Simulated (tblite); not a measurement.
# C7H13NSi: the cost of one run

The runs use tblite 0.8.0 and PySCF 2.14.0, with density-fitted response routines of our own; the level of theory stands in each step. All values are computed, except where a source is named. Atoms count from 0, in the outputs and in this text.

**1. The starting structure**

22 atoms, charge 0, multiplicity 1; geometry from: force field or distance geometry start.

Bonds of the start (Å): C0–C1 1.35, C1–C2 1.50, C1–C3 1.49, C3–N4 1.29, N4–Si5 1.74, Si5–C6 1.87, C6–C7 1.34, C6–C8 1.51, C0–H9 1.09, C0–H10 1.08, C2–H11 1.09, C2–H12 1.10, C2–H13 1.09, C3–H14 1.11, Si5–H15 1.49, Si5–H16 1.49, C7–H17 1.08, C7–H18 1.09, C8–H19 1.10, C8–H20 1.08, C8–H21 1.10.

**2. Relaxing the molecule with GFN2-xTB**

Job settings and geometry (Å):

```
{"job": {"kind": "relax", "xc": "GFN2-xTB", "basis": "xTB"}, "charge": 0, "multiplicity": 1}
C      2.956200    -1.109900    -1.305600
C      2.416800    -0.092100    -0.607000
C      3.057300     1.251500    -0.466700
C      1.130000    -0.328800     0.096400
N      0.553900     0.579600     0.813200
Si    -0.956300     0.139100     1.556000
C     -2.301600     0.100600     0.264500
C     -2.256800     0.841400    -0.851500
C     -3.448900    -0.824100     0.574200
H      2.464600    -2.079300    -1.375300
H      3.883800    -0.986300    -1.837700
H      3.263400     1.477800     0.580300
H      2.374100     2.029400    -0.852600
H      3.993800     1.318400    -1.028600
H      0.706300    -1.345100    -0.021800
H     -0.796100    -1.209200     2.162600
H     -1.276300     1.130300     2.615500
H     -1.434400     1.499600    -1.077600
H     -3.062900     0.801800    -1.584200
H     -3.944200    -0.532400     1.513600
H     -3.119200    -1.853200     0.663400
H     -4.214100    -0.790000    -0.215500
```

Launch:

```
> OMP_NUM_THREADS=1 python probes_run.py task.json out
```

This one command runs all jobs of the session in turn.

**Question.** How long does this first job take on 1 thread of Arm Neoverse N1, shared host, and how much memory does it need?

About 2.7 s, with a peak of 0.18 GiB.
